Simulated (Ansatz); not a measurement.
# InH₄− (singlet): the correlation ladder, def2-TZVPD

An exercise on one series of results from a longer session: the logs are not shown, and one member is left open.

Computed with Ansatz 0.2.0, Gaussian basis. Level: def2-TZVPD, core rule «outside noble gas», up to 9 orbitals frozen.

Plan: UHF; CCSD(T) on RHF; BCCD(T) on RHF; CCSDT(Q) on RHF; CASSCF and MRCISD+Q, 8 electrons in 8 orbitals; CASSCF and NEVPT2, 8 electrons in 8 orbitals.

2 further runs of the same task are left out: 2 set aside as unsound or not needed.

### What is computed

The geometry is a PBE0/def2-TZVPD stationary point (not a proven minimum) of the parent state, kept for this charge and spin. No spin-orbit coupling is included. Elements past krypton take def2 core potentials.

5 atoms, charge -1, spin multiplicity 1.

Atoms are counted from 1 here; the program's logs count them from 0.

Bond lengths: In1–H2 1.786 Å, In1–H3 1.786 Å, In1–H4 1.786 Å, In1–H5 1.786 Å. Angles: H2–In1–H3 90.0°, H2–In1–H4 180.0°, H2–In1–H5 90.0°, H3–In1–H4 90.0°, H3–In1–H5 180.0°, H4–In1–H5 90.0°.

The first run:

The input, in.yaml:

```yaml
crystal:
  periodic: [false, false, false]
  atoms:
    - {symbol: In, position_ang: [0.000000, 0.000000, 0.000000]}
    - {symbol: H, position_ang: [1.263100, 0.000000, 1.263100]}
    - {symbol: H, position_ang: [-1.263100, 0.000000, 1.263100]}
    - {symbol: H, position_ang: [-1.263100, 0.000000, -1.263100]}
    - {symbol: H, position_ang: [1.263100, 0.000000, -1.263100]}
basis:
  gaussian: {orbitals: def2-TZVPD}
total_charge: -1
magnetization: {spin_polarized: true, initial_magnetization: 0}
hamiltonian: {xc: hf}
output: {orbitals: {seedname: orbitals}}
```

Started as:

```sh
$ ansatz run in.yaml --threads 1 --pin off --events-out ev --progress --plain --max-ram 4096MiB --backend cpu
```

Among the steps run: UHF; CCSD(T) on RHF; BCCD(T) on RHF; CCSDT(Q) on RHF; CASSCF and MRCISD+Q, 8 electrons in 8 orbitals; CASSCF and NEVPT2, 8 electrons in 8 orbitals.

One of the session's tables, all rows but one given; the rest of the session is left out.

| method | from RCCSDT(Q) (meV) |
| --- | --- |
| RHF | +4001.9 |
| RMP2 | ? |
| RCCSD | +93.3 |
| RCCSD(T) | +21.2 |
| BCCD(T) | +20.9 |
| RCCSDT | +1.9 |
| RCCSDT(Q) | 0 |
| CASSCF valence | +2831.0 |
| NEVPT2 valence | +771.9 |
| MRCISD valence | +124.6 |
| MRCISD+Q valence | -44.6 |

Estimate the missing values for RMP2.

The run gave: from RCCSDT(Q) (meV): +924.5. In the column «from RCCSDT(Q) (meV)» it lies between NEVPT2 valence (+771.9) and CASSCF valence (+2831.0).

Some runs used a GPU and others CPU threads alone; cost is compared among the CPU runs only.

Caveats from the session: Of the multireference levels listed MRCISD+Q valence comes nearest in total energy (-44.6 meV), which doesn't show that its space is the better one.
